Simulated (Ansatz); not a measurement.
# BeF+ (triplet): wave-function methods side by side at distance F1–Be2 = 2.615 Å, cc-pVTZ

Aim: climb from Hartree-Fock through coupled cluster and multireference methods for BeF+ (triplet) at one geometry and basis, and see what each rung misses.

Method: cc-pVTZ, core rule «outside noble gas», up to 2 orbitals frozen; program: Ansatz 0.2.0, Gaussian basis.

Plan: UHF; CCSD(T) on ROHF; CCSD(T) on UHF; BCCD(T) on ROHF; CISD; CCSDT(Q) on ROHF; CCSDT(Q) on UHF; CASSCF and MRCISD+Q, 4 electrons in 4 orbitals; CASSCF and NEVPT2, 4 electrons in 4 orbitals.

21 further runs of the same task are left out: 12 for a known fault of the program, 8 that didn't finish, 1 set aside as unsound or not needed.

**1. What is computed**

The geometry derives from a PBE0/def2-TZVP stationary point (not a proven minimum). One bond is set to the value named and the two fragments are kept rigid.

2 atoms, charge 1, spin multiplicity 3.

Atoms are counted from 1 here; the program's logs count them from 0.

No contacts short enough for the rule that draws bonds.

**2. UHF**

Input file in.yaml:

```yaml
crystal:
  periodic: [false, false, false]
  atoms:
    - {symbol: F, position_ang: [0.000000, 0.000000, 0.000000]}
    - {symbol: Be, position_ang: [0.000000, 0.000000, 2.615000]}
basis:
  gaussian: {orbitals: cc-pVTZ}
total_charge: 1
magnetization: {spin_polarized: true, initial_magnetization: 2}
hamiltonian: {xc: hf}
output: {orbitals: {seedname: orbitals}}
```

On the command line:

```
> ansatz run in.yaml --threads 1 --pin off --events-out ev --progress --plain --max-ram 2393MiB
```

The runs that follow: CCSD(T) on ROHF; CCSD(T) on UHF; BCCD(T) on ROHF; CISD; CCSDT(Q) on ROHF; CCSDT(Q) on UHF; CASSCF and MRCISD+Q, 4 electrons in 4 orbitals; CASSCF and NEVPT2, 4 electrons in 4 orbitals.

Q: Predict the results of all the runs planned. Wanted: UCCSDT(Q) below the RHF energy; RMP2 from UCCSDT(Q); UMP2 from UCCSDT(Q); RCCSD from UCCSDT(Q); RCCSD(T) from UCCSDT(Q); UCCSD(T) from UCCSDT(Q); RCCSDT(Q) from UCCSDT(Q); NEVPT2 pair from UCCSDT(Q); MRCISD+Q pair from UCCSDT(Q).

**Answer**, as computed:

| quantity | value |
| --- | --- |
| UCCSDT(Q) below the RHF energy | -6.0702 eV |
| RMP2 from UCCSDT(Q) | +424.4 meV |
| UMP2 from UCCSDT(Q) | +430.8 meV |
| RCCSD from UCCSDT(Q) | +121.0 meV |
| RCCSD(T) from UCCSDT(Q) | +10.6 meV |
| UCCSD(T) from UCCSDT(Q) | +8.2 meV |
| RCCSDT(Q) from UCCSDT(Q) | +2.9 meV |
| NEVPT2 pair from UCCSDT(Q) | +394.1 meV |
| MRCISD+Q pair from UCCSDT(Q) | +39.2 meV |
| levels within 1 kcal/mol (43 meV) | RCCSD(T), UCCSD(T), BCCD(T), RCCSDT, UCCSDT, RCCSDT(Q), MRCISD+Q pair |
| T1 diagnostic | 0.013 |

RCCSD(T) lands +10.6 meV from the yardstick (0.2 % of the correlation energy). Of the multireference levels listed MRCISD+Q pair comes nearest in total energy (+39.2 meV), which doesn't show that its space is the better one. These misses are within one basis, not against nature; the frozen cores of restricted and unrestricted runs differ, which can shift their rows.
